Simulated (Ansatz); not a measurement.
Working through a rigid scan of one bond angle of CH5NSSn, SMILES C[S][Sn][NH2]

Program: Ansatz's Python interface.

Run as a notebook:

**Cell 1**
```python
import ansatz as az
from ase import Atoms
```

**Cell 2**
```python
atoms = Atoms(['C', 'S', 'Sn', 'N', 'H', 'H', 'H', 'H', 'H'], positions=[
    (-0.9199, 0.5908, 0.9623),
    (0.4017, -0.1837, 1.8143),
    (1.9003, 0.0837, -0.0572),
    (1.2455, -0.8617, -1.7066),
    (-1.8446, 0.6743, 1.6088),
    (-0.6784, 1.6843, 0.6645),
    (-1.2153, 0.0598, 0.0478),
    (0.8604, -1.7848, -1.386),
    (0.3389, -0.309, -1.9649),
])
```

**Cell 3**
```python
# relax first, so that the scan starts from a minimum
first = (
    az.Crystal.molecule_from_ase(atoms).calculation()
    .basis(gaussian='def2-SVP')  # atom-centred Gaussian functions
    .functional('cam_b3lyp')
    .relax(force_tolerance=0.02, max_steps=80)  # relax until the tolerances are met
)
atoms.positions = first.run(threads=1, backend='cpu').report['positions_ang']
```

**Cell 4**
```python
rows = []
for angle in [90, 100, 110, 120, 135, 150, 165, 179]:
    bent = atoms.copy()
    bent.set_angle(0, 1, 2, angle, indices=[2, 3, 7, 8])
    setup = (
        az.Crystal.molecule_from_ase(bent).calculation()
        .basis(gaussian='def2-SVP')
        .functional('cam_b3lyp')
    )
    rows.append((angle, setup.run(threads=1, backend='cpu').report['free_energy_ev']))
floor = min(e for _, e in rows)
for angle, e in rows:
    print(f'angle C0-S1-Sn2 = {angle:3d} deg   {1000 * (e - floor):9.1f} meV')
```
Output:
```text
angle C0-S1-Sn2 =  90 deg       357.6 meV
angle C0-S1-Sn2 = 100 deg        25.3 meV
angle C0-S1-Sn2 = 110 deg         0.0 meV
angle C0-S1-Sn2 = 120 deg       101.4 meV
angle C0-S1-Sn2 = 135 deg       371.4 meV
angle C0-S1-Sn2 = 150 deg       714.6 meV
angle C0-S1-Sn2 = 165 deg      1037.9 meV
angle C0-S1-Sn2 = 179 deg      1204.2 meV
```

The scan is rigid, and the energies are electronic, in a modest basis. The zero is the lowest point of the grid, which needn't be the minimum. def2 sets replace the cores of elements past krypton by effective core potentials. It ran for 2.8 min on 1 thread of Arm Neoverse V1, on a shared host, peak memory 0.34 GiB.

(A comment or docstring line of the script was reworded after the run, the code is as it ran; lines on the test bed's own set-up are left out of the output.)
